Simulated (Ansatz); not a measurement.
# GeH2F2: one species, many methods

The task here is to estimate one member of a computed series from the others.

Computed with Ansatz 0.2.0, Gaussian basis. Level: functionals in def2-TZVPP, the program's frozen cores in correlated methods.

Plan: LDA (SPW92), PBE-D4, revPBE-D4, BLYP-D4, r2SCAN-D4, B97M-V, PBE0-D4, B3LYP-D4, r2SCANh-D4, r2SCAN0-D4, HSE06-D4, BHLYP-D4, CAM-B3LYP-D4, LC-ωPBE, ωB97X-V, ωB97M-V, B2PLYP, PBE-QIDH; CCSD(T)/def2-SVP; CCSD(T)/def2-TZVPP; MP2/def2-QZVPP; extrapolation to the limit; RPA on PBE.

## The relaxed structure

An earlier PBE0-D4 in a triple-zeta def2 set relaxation fixed the geometry.

SMILES `[F][GeH2][F]`, 5 atoms, charge 0, spin multiplicity 1.

Atoms are counted from 1 here; the program's logs count them from 0.

Bond lengths: F1–Ge2 1.724 Å, Ge2–F3 1.724 Å, Ge2–H4 1.527 Å, Ge2–H5 1.527 Å. Angles: F1–Ge2–F3 105.0°, F1–Ge2–H4 107.9°, F1–Ge2–H5 107.9°, F3–Ge2–H4 107.9°, F3–Ge2–H5 107.9°, H4–Ge2–H5 119.3°.

The first run:

File in.yaml:

```yaml
crystal:
  periodic: [false, false, false]
  atoms:
    - {symbol: F, position_ang: [-0.572571, 0.228493, 1.525849]}
    - {symbol: Ge, position_ang: [0.103008, -0.071258, -0.032167]}
    - {symbol: F, position_ang: [-0.974542, 0.694212, -1.139690]}
    - {symbol: H, position_ang: [0.047339, -1.576181, -0.286710]}
    - {symbol: H, position_ang: [1.446566, 0.651034, -0.108582]}
basis:
  gaussian: {orbitals: def2-TZVPP}
hamiltonian: {xc: lda}
output: {orbitals: {seedname: orbitals}}
```

Steps of the session up to this table: LDA; PBE-D4 (GGA); revPBE-D4 (GGA); BLYP-D4 (GGA); r2SCAN-D4 (meta-GGA); B97M-V (meta-GGA); PBE0-D4 (hybrid); B3LYP-D4 (hybrid); r2SCANh-D4 (hybrid); r2SCAN0-D4 (hybrid); HSE06-D4 (hybrid); BHLYP-D4 (hybrid); CAM-B3LYP-D4 (range-separated); LC-ωPBE-D4 (range-separated; the results give it without D4); ωB97X-V (range-separated); ωB97M-V (range-separated); B2PLYP (double hybrid); PBE-QIDH (double hybrid).

One table of the session follows, with a row left open; its other results are not shown here.

It belongs to the step «Frontier levels by functional». 

| functional | HOMO (eV) | gap (eV) |
| --- | --- | --- |
| LDA (SPW92) | -8.54 | 7.34 |
| PBE-D4 | -8.44 | 7.55 |
| revPBE-D4 | -8.40 | 7.64 |
| BLYP-D4 | -8.39 | 7.55 |
| r2SCAN-D4 | -8.87 | 8.35 |
| B97M-V | -8.98 | 8.30 |
| PBE0-D4 | -10.04 | 10.02 |
| B3LYP-D4 | ? | ? |
| r2SCANh-D4 | -9.45 | 9.24 |
| r2SCAN0-D4 | -10.32 | 10.54 |
| HSE06-D4 | -9.63 | 9.24 |
| BHLYP-D4 | -11.54 | 12.34 |
| CAM-B3LYP-D4 | -11.49 | 12.43 |
| LC-ωPBE | -12.80 | 15.07 |
| ωB97X-V | -12.48 | 14.58 |
| ωB97M-V | -12.32 | 14.17 |

**Question.** Estimate the row for B3LYP-D4.

Worked estimate for «HOMO (eV)». Against the share of exact exchange, BLYP-D4 (0, -8.39), BHLYP-D4 (0.5, -11.54) give a slope of -6.30 per unit share; at 0.2 the line stands at -9.65.

**Answer.** HOMO (eV): -9.83; gap (eV): 9.52. In «HOMO (eV)» the line misses by +0.18.
